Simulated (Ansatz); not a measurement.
# NaGaH2 (SMILES [Na][GaH2]): one structure at several levels

The task here is to estimate one member of a computed series from the others.

The runs use Ansatz 0.2.0, Gaussian basis; single points in def2-TZVPP.

Cores are frozen in the correlated methods. Filled d shells of the heavier atoms are correlated. The outer core shell of Li, Na, Mg and K is correlated.

**Starting geometry**

SMILES `[Na][GaH2]`, 4 atoms, charge 0, spin multiplicity 1.

Atoms are counted from 1 here; the program's logs count them from 0.

Bond lengths: Na1–Ga2 2.667 Å, Ga2–H3 1.616 Å, Ga2–H4 1.672 Å. Angles: Na1–Ga2–H3 134.3°, Na1–Ga2–H4 130.1°, H3–Ga2–H4 95.6°.

As a file:

```xyz
4
GaH2Na
Na   -2.1039    0.8012   -1.2000
Ga    0.0776   -0.0748    0.0592
H     0.6692   -1.5382    0.4061
H     1.2838    0.7780    0.8421
```

Set-up of the first run:

The input, run/in.yaml:

```yaml
crystal:
  periodic: [false, false, false]
  atoms:
    - {symbol: Na, position_ang: [-2.103900, 0.801200, -1.200000]}
    - {symbol: Ga, position_ang: [0.077600, -0.074800, 0.059200]}
    - {symbol: H, position_ang: [0.669200, -1.538200, 0.406100]}
    - {symbol: H, position_ang: [1.283800, 0.778000, 0.842100]}
basis:
  gaussian: {orbitals: def2-TZVPP}
correlation: {method: ccsd_t}
output: {forces: true}
```

The command line of these runs was not kept.

Among the steps run: CCSD(T)/def2-TZVPP; PBE0-D4/def2-TZVPP; wB97M-V/def2-TZVPP; r2SCAN-D4/def2-TZVPP; PBE-D4/def2-TZVPP; LC-wPBE/def2-TZVPP; revPBE-D4/def2-TZVPP.

One of the session's tables, all rows but one given; the rest of the session is left out.

```
   method  RMS force component (eV/Å)  angle to CCSD(T) forces (°)  dipole (D)
  CCSD(T)                       0.472                    reference        8.19
  PBE0-D4                       0.454                          3.5        7.70
  wB97M-V                       0.458                          2.6        8.13
r2SCAN-D4                       0.460                          2.6        7.96
   PBE-D4                       0.393                          9.3        7.14
  LC-wPBE                       0.530                          5.5        8.49
revPBE-D4                           ?                            ?           ?
```

**Question.** Estimate the row for revPBE-D4.

The run gave: RMS force component (eV/Å): 0.403; angle to CCSD(T) forces (°): 13.9; dipole (D): 7.24. In the column «RMS force component (eV/Å)» it lies between PBE-D4 (0.393) and PBE0-D4 (0.454).
